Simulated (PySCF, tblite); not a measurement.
# C₆H₉FSi: geometry, infrared bands and NMR shifts

What infrared bands and NMR shifts should C₆H₉FSi (`C[SiH2]/C(F)=C1\C=CC1`) show?

Programs: tblite 0.8.0 and PySCF 2.14.0, with density-fitted response routines of our own. Each step states its level of theory. These are calculated values for one molecule in the gas phase, unless marked as measured. Atoms are numbered from 0 throughout.

## Step 1: Starting geometry

17 atoms, charge 0, multiplicity 1; geometry from: force field or distance geometry start.

Bonds of the start (Å): C0–Si1 1.88, Si1–C2 1.85, C2–F3 1.36, C2–C4 1.33, C4–C5 1.47, C5–C6 1.31, C6–C7 1.51, C7–C4 1.48, C0–H8 1.11, C0–H9 1.11, C0–H10 1.10, Si1–H11 1.47, Si1–H12 1.44, C5–H13 1.09, C6–H14 1.08, C7–H15 1.12, C7–H16 1.10.

## Step 2: Relaxing the molecule with GFN2-xTB

The job: settings as JSON, then the geometry in Å.

```
{"job": {"kind": "relax", "xc": "GFN2-xTB", "basis": "xTB"}, "charge": 0, "multiplicity": 1}
C      2.759300     0.525100     0.103000
Si     1.579400    -0.929300     0.262000
C      0.040700    -0.217100     1.006300
F     -0.020800     0.114600     2.318700
C     -0.987800    -0.040100     0.187000
C     -1.315800    -0.244900    -1.231300
C     -2.534300     0.224700    -1.103400
C     -2.355400     0.498500     0.368300
H      2.239900     1.252700    -0.547300
H      2.884100     1.003400     1.095900
H      3.720500     0.204800    -0.320600
H      2.155000    -1.985900     1.113100
H      1.296800    -1.469400    -1.045400
H     -0.723800    -0.640300    -2.053200
H     -3.338700     0.351400    -1.817100
H     -2.976200    -0.192900     0.993100
H     -2.430000     1.556600     0.661000
```

Command:

```console
$ OMP_NUM_THREADS=1 python probes_run.py task.json out
```

The driver reads the jobs from task.json and runs them one after another.

**Question.** This job is followed by: GFN2-xTB harmonic vibrations, gas phase; GIAO PBE0/pcSseg-1 NMR shielding, non-relativistic, gas phase. Predict these results of the whole session: strongest single infrared mode (GFN2-xTB); zero-point energy (GFN2-xTB); 13C shifts against TMS (PBE0/pcSseg-1); 1H shifts against TMS (PBE0/pcSseg-1, means over atoms taken as alike); 29Si shifts against TMS (PBE0/pcSseg-1); 19F shifts against CFCl3 (PBE0/pcSseg-1); surface potential, 1st and 99th percentile.

As calculated:

| quantity | value |
| --- | --- |
| strongest single infrared mode (GFN2-xTB) | 2244 cm⁻¹, 374 km/mol |
| zero-point energy (GFN2-xTB) | 78.4 kcal/mol |
| 13C shifts against TMS (PBE0/pcSseg-1) | 160.8, 146.0, 142.3, 141.8, 37.4, -5.5 ppm |
| 1H shifts against TMS (PBE0/pcSseg-1, means over atoms taken as alike) | 6.66, 6.44, 4.49, 3.27, 0.35 ppm |
| 29Si shifts against TMS (PBE0/pcSseg-1) | -57.4 ppm |
| 19F shifts against CFCl3 (PBE0/pcSseg-1) | -133.8 ppm |
| surface potential, 1st and 99th percentile | -0.96 V and 0.97 V |

**Reading.** Relaxing lowered the energy by 0.349 eV in 78 steps; the close pair that moved most is C4–C7, from 1.481 to 1.528 Å. All 45 modes are real, so the xTB geometry is a minimum. The strongest single mode, at 2244 cm⁻¹, moves mainly H12. Unscaled tight-binding wavenumbers are off by several per cent, some by more. Its intensities can rank the bands wrongly. At PBE0/pcSseg-1, counted by nearest atom on the grid, the HOMO lies on C2, C6 about 25 % each; C4 19 %, the LUMO on C2, C6 about 24 % each; C4, C5 about 13 % each.
